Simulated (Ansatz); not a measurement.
# Mg4Zn3Cu13: the cost of one run

All numbers below are computed with Ansatz 0.2.0 (DFT PBE, scalar-relativistic, plane waves, PAW).

### Step 1. The system as given

The cell holds 20 atoms (Cu13Mg4Zn3): a = 6.585 Å, b = 6.666 Å, c = 6.819 Å, α = 88.88°, β = 89.72°, γ = 88.05°.

It is the last frame of an earlier stage of the same melt, run at 1700 K.

Its coordinates follow in the input file.

### Step 2. Stage at 1220 K

One k point, a Fermi-Dirac width of 0.105 eV and a fixed cell.

Contents of input.yaml:

```yaml
crystal:
  lattice:
    - [6.583589, 0.112812, 0.01563]
    - [0.112812, 6.66438, 0.065573]
    - [0.01563, 0.065573, 6.818753]
  atoms:
    - { symbol: Cu, position: [0.9452225867, 0.2144011818, 0.1344687227] }
    - { symbol: Cu, position: [0.0355935629, 0.3536207821, 0.7706393384] }
    - { symbol: Cu, position: [0.6194787025, 0.4020924796, 0.9835612754] }
    - { symbol: Cu, position: [0.1381806506, 0.6518516509, 0.5304241472] }
    - { symbol: Cu, position: [0.9779525752, 0.9777787102, 0.4773210215] }
    - { symbol: Cu, position: [0.8418315332, 0.6682230893, 0.9905977419] }
    - { symbol: Cu, position: [0.2020993499, 0.8504917274, 0.2224594714] }
    - { symbol: Cu, position: [0.4046767851, 0.3346687768, 0.7347981993] }
    - { symbol: Cu, position: [0.4360931367, 0.1247830259, 0.1648220599] }
    - { symbol: Cu, position: [0.8102614413, 0.8906702044, 0.2352929171] }
    - { symbol: Cu, position: [0.7354065, 0.0270562291, 0.7951976896] }
    - { symbol: Cu, position: [0.3745637462, 0.9363594209, 0.5996539816] }
    - { symbol: Cu, position: [0.2501911998, 0.5547967759, 0.0217692293] }
    - { symbol: Mg, position: [0.1813897458, 0.2767733906, 0.4152794255] }
    - { symbol: Mg, position: [0.7708625401, 0.6816949291, 0.6155977953] }
    - { symbol: Mg, position: [0.5304445063, 0.6715783709, 0.2711324899] }
    - { symbol: Mg, position: [0.0942610571, 0.960645356, 0.8321705257] }
    - { symbol: Zn, position: [0.7064441302, 0.2054915721, 0.455159379] }
    - { symbol: Zn, position: [0.4923671057, 0.8280963032, 0.9590316217] }
    - { symbol: Zn, position: [0.9668924679, 0.5467838458, 0.2560748522] }
  symmetry: { detect: false }
basis:
  ecutwfc: 420
  xc_grid: 1
kpoints:
  mp_grid: { grid: [1, 1, 1], shift: [0.25, 0.25, 0.25] }
hamiltonian:
  xc: pbe
scf:
  occupations: { method: fermi_dirac, width: 0.1051 }
  lower_state_search: "off"
  convergence: { dr2_threshold: 1.0e-05 }
output:
  forces: true
  stress: true
md:
  timestep: 3.0
  n_steps: 72
  ensemble: nvt_langevin
  friction: 0.03
  temperature: 1220.0
  initial_velocities: maxwell_boltzmann
  seed: 62307
```

Command:

```bash
> ansatz run input.yaml --threads 2 --pin off --max-ram 5120MiB --backend cpu --events-out ev --progress --plain --runs-dir out
```

**Question.** How long does this run take on 2 threads of Arm Neoverse V1, shared host, and how much memory does it need?

About 5.2 min, with a peak of 0.64 GiB.
